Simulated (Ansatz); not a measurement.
# La (Lanthanum): the cost of one run

Program: Ansatz 0.2.0. Level of theory: DFT PBE, scalar-relativistic, plane waves, PAW. These are calculated values, not measurements.

1 further run of the same task is left out (set aside as unsound or not needed).

### 1 The structure to begin with

It takes space group P6_3/mmc (No. 194, hexagonal). The conventional cell has a = 3.771 Å, b = 3.771 Å, c = 6.110 Å, α = 90.00°, β = 90.00°, γ = 120.00°. Around La (site symmetry -6m2) lie 12 La at 3.75 to 3.77 Å.

Coordinates:

```
CELL_PARAMETERS angstrom
3.77129 0.00000 0.00000
-1.88565 3.26603 0.00000
0.00000 0.00000 6.10987
ATOMIC_POSITIONS crystal
La 0.33333 0.66667 0.25000
La 0.66667 0.33333 0.75000
```

It is the result of an earlier relaxation at this level (volume 37.63 Å³/atom; gap on the mesh: none (metal)).

### 2 Bulk reference on the slab's mesh

input.yaml reads:

```yaml
crystal:
  lattice:
    - [3.7712917871, 0.0, 0.0]
    - [0.0, 6.1098723939, 0.0]
    - [1.8856458935, 0.0, 3.2660344927]
  atoms:
    - { symbol: La, position: [0.3333333333, 0.75, 0.3333333333] }
    - { symbol: La, position: [0.6666666667, 0.25, 0.6666666667] }
basis:
  ecutwfc: 420
kpoints:
  mp_grid: { grid: [9, 6, 11] }
hamiltonian:
  xc: pbe
scf:
  occupations: { method: gaussian, width: 0.1 }
output:
  forces: true
  stress: true
  eigenvalues: true
```

The run is started by

```sh
> ansatz run input.yaml --threads 1 --pin off --max-ram 2560MiB --backend cpu --events-out ev --progress --plain --runs-dir out
```

What time and memory should one allow on 1 thread of Intel Xeon Platinum 8488C (Sapphire Rapids), shared host?

About 14 s, with a peak of 0.54 GiB.
